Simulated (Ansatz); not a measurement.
# HfN, space group Fm-3m: relaxations under a series of pressures

Computed with the Python package of Ansatz (0.2.0).

Run as a notebook:

In [1]:
```python
import warnings

import ansatz as az
import numpy as np
import pandas as pd
```

In [2]:
```python
def edges_and_angles(cell):
    cell = np.asarray(cell)
    a, b, c = np.linalg.norm(cell, axis=1)
    cosines = cell[1] @ cell[2] / (b * c), cell[0] @ cell[2] / (a * c), cell[0] @ cell[1] / (a * b)
    return (a, b, c, *np.degrees(np.arccos(cosines)))
```

In [3]:
```python
warnings.simplefilter("ignore", az.DeckWarning)

xtal = (
    az.Lattice.from_parameters(3.190466, 3.190466, 3.190466, alpha=60.0, beta=60.0, gamma=60.0)
    .atom("Hf", (0.0, 0.0, 0.0))
    .atom("N", (0.5, 0.5, 0.5))
)

calc = xtal.calculation()
calc = calc.basis(21 * az.Ha)
calc = calc.occupations("Marzari-Vanderbilt", width=0.1)
calc = calc.kpoints(10)
calc = calc.functional("pbesol")
```

In [4]:
```python
# H = F + PV, with 1 GPa A^3 = 1/160.21766 eV
rows = []
for pressure in [-2, 0, 2, 5, 10]:
    done = calc.relax(cell=True, pressure=pressure, force_tolerance=0.005).run(threads=1)
    cell = done.lattice.cell_ang
    n_atoms = len(done.lattice.sites)
    volume = abs(np.linalg.det(cell)) / n_atoms
    enthalpy = done.report["free_energy_ev"] / n_atoms + pressure * volume / 160.21766
    rows.append((pressure, volume, enthalpy, *edges_and_angles(cell)))
    print(f"{pressure} GPa done: {volume:.4f} A^3/atom")
```
```text
-2 GPa done: 11.4820 A^3/atom
0 GPa done: 11.4003 A^3/atom
2 GPa done: 11.3230 A^3/atom
5 GPa done: 11.2080 A^3/atom
10 GPa done: 11.0322 A^3/atom
```

In [5]:
```python
table = pd.DataFrame(rows, columns=["P_GPa", "V_A3_atom", "H_eV_atom", "a", "b", "c", "alpha", "beta", "gamma"])
print(table.round(4).to_string(index=False))
p, v = np.array([row[0] for row in rows], float), np.array([row[1] for row in rows])
print("mean bulk modulus between rows (GPa):", np.round(-np.diff(p) / np.diff(np.log(v)), 1))
```
```text
 P_GPa  V_A3_atom  H_eV_atom      a      b      c  alpha  beta  gamma
    -2    11.4820 -7990.2670 3.1905 3.1905 3.1905   60.0  60.0   60.0
     0    11.4003 -7990.1242 3.1829 3.1829 3.1829   60.0  60.0   60.0
     2    11.3230 -7989.9823 3.1757 3.1757 3.1757   60.0  60.0   60.0
     5    11.2080 -7989.7714 3.1649 3.1649 3.1649   60.0  60.0   60.0
    10    11.0322 -7989.4245 3.1483 3.1483 3.1483   60.0  60.0   60.0
mean bulk modulus between rows (GPa): [280.3 293.7 294.  316.2]
```

The volume falls from 11.48 Å³ an atom at -2 GPa to 11.03 at 10 GPa, by 3.9 %. Between -2 and 0 GPa, -V dP/dV is about 280 GPa, a mean over that step.

Caveats:
- Absolute energies stand on the zero of these potentials, so only differences at equal settings mean something.
- No spin polarisation was allowed.
- At a fixed pressure a relaxation lowers the enthalpy F + PV, while F alone can rise.
- The mesh is modest for a metal, so energies can be off by several to tens of meV an atom and pressures by half a GPa or more; differences at equal mesh fare better.
- Edges and angles are those of the cell as typed, here a primitive one, not of the conventional cell.
- Spin-orbit coupling, which matters for elements this heavy, is left out.
- The structure is a deposited one; some such entries were measured under pressure or heat, so a shift against it needn't be the functional's error alone.
- Symmetry holds the cell in this phase, whether or not it is the stable one at each pressure.
- Timing: 44 s on 1 thread of Arm Neoverse V1 (shared host), peak memory 0.44 GiB.
